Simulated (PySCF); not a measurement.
# CH6B2S: the cost of one run

Programs: PySCF 2.14.0, with density-fitted response routines of our own. Each step states its level of theory. These are calculated values for one molecule in the gas phase, unless marked as measured. Atoms are numbered from 0 throughout.

## 1. The starting structure

10 atoms, charge 0, multiplicity 1; geometry from: GFN2-xTB. The atoms were then displaced at random by about 0.01 Å, so the start is not that level's minimum.

Bonds of the start (Å): B0–B1 1.63, B1–S2 1.75, S2–C3 1.86, B0–H4 1.15, B0–H5 1.20, B1–H6 1.17, C3–H7 1.08, C3–H8 1.05, C3–H9 1.11.

## 2. Optimising the geometry at PBE0-D3(BJ)/def2-SVP

What the job is given:

```
{"job": {"xc": "PBE0", "basis": "def2-SVP", "d3": "d3bj", "grid": 1, "shake": 0.01, "kind": "geom"}, "charge": 0, "multiplicity": 1}
B     -1.531030    -0.408090     0.295640
B     -0.858340     0.068050    -1.112490
S      0.838240     0.463010    -1.292700
C      1.582090     0.230550     0.392190
H     -1.624760    -1.511480     0.620250
H     -2.016700     0.393770     1.044910
H     -1.416960     0.178810    -2.130640
H      1.417610    -0.795860     0.699590
H      2.606890     0.460490     0.363460
H      1.053390     0.899830     1.098740
```

Started as:

```sh
> OMP_NUM_THREADS=1 python probes_run.py task.json out
```

One launch serves the whole session: the jobs run in the order shown.

Q: Estimate the wall time and peak memory of this first job on 1 thread of Arm Neoverse V2, shared host.

About 10 s, with a peak of 0.38 GiB.
